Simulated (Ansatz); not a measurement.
# C2H7NO2Si: the cost of one run

Method: RKS CAM-B3LYP/STO-3G, in Ansatz 0.2.0.

### 1 Starting point

Bond lengths: N1–C2 1.509 Å, C2–O3 1.441 Å, O3–Si4 1.608 Å, Si4–C5 1.845 Å, C5–O6 1.236 Å, N1–H7 1.020 Å, N1–H8 0.969 Å, C2–H9 1.093 Å, C2–H10 1.122 Å, Si4–H11 1.530 Å, Si4–H12 1.525 Å, C5–H13 1.150 Å. Angles (14 of 19 angles, heavy atoms first): N1–C2–O3 108.7°, C2–O3–Si4 115.0°, O3–Si4–C5 119.2°, Si4–C5–O6 117.7°, N1–C2–H9 109.8°, N1–C2–H10 107.7°, O3–C2–H9 111.9°, O3–C2–H10 112.0°, C2–N1–H7 103.0°, C2–N1–H8 104.3°, O3–Si4–H11 109.5°, O3–Si4–H12 105.6°, C5–Si4–H11 111.9°, C5–Si4–H12 107.7°.

As a file:

```xyz
13

N     1.8547   -1.8465   -0.0432
C     1.0478   -0.5939    0.1984
O    -0.3068   -0.8249   -0.2361
Si   -1.3431    0.3528    0.1180
C    -0.9486    2.0814   -0.3929
O     0.1197    2.5660   -0.0049
H     1.7320   -2.0096   -1.0425
H     1.3593   -2.5430    0.4136
H     1.5066    0.2485   -0.3251
H     1.1026   -0.3598    1.2942
H    -1.7251    0.2686    1.5971
H    -2.6556   -0.0404   -0.5515
H    -1.7231    2.6661   -1.0104
```

### 2 Relaxing end A

input.yaml reads:

```yaml
crystal:
  periodic: [false, false, false]
  atoms:
    - { symbol: "N", position_ang: [1.8547, -1.8465, -0.0432] }
    - { symbol: C, position_ang: [1.0478, -0.5939, 0.1984] }
    - { symbol: O, position_ang: [-0.3068, -0.8249, -0.2361] }
    - { symbol: Si, position_ang: [-1.3431, 0.3528, 0.118] }
    - { symbol: C, position_ang: [-0.9486, 2.0814, -0.3929] }
    - { symbol: O, position_ang: [0.1197, 2.566, -0.0049] }
    - { symbol: H, position_ang: [1.732, -2.0096, -1.0425] }
    - { symbol: H, position_ang: [1.3593, -2.543, 0.4136] }
    - { symbol: H, position_ang: [1.5066, 0.2485, -0.3251] }
    - { symbol: H, position_ang: [1.1026, -0.3598, 1.2942] }
    - { symbol: H, position_ang: [-1.7251, 0.2686, 1.5971] }
    - { symbol: H, position_ang: [-2.6556, -0.0404, -0.5515] }
    - { symbol: H, position_ang: [-1.7231, 2.6661, -1.0104] }
basis:
  gaussian: { orbitals: STO-3G }
hamiltonian:
  xc: cam_b3lyp
relax:
  f_tol: 0.015
  max_steps: 40
output:
  orbitals: {}
```

Run with:

```bash
ansatz run input.yaml --threads 1 --pin off --max-ram 2048MiB --backend cpu --events-out ev --progress --plain --runs-dir out
```

**Question.** How long does this run take on 1 thread of Intel Xeon Platinum 8488C (Sapphire Rapids), shared host, and how much memory does it need?

About 52 s, with a peak of 0.16 GiB.
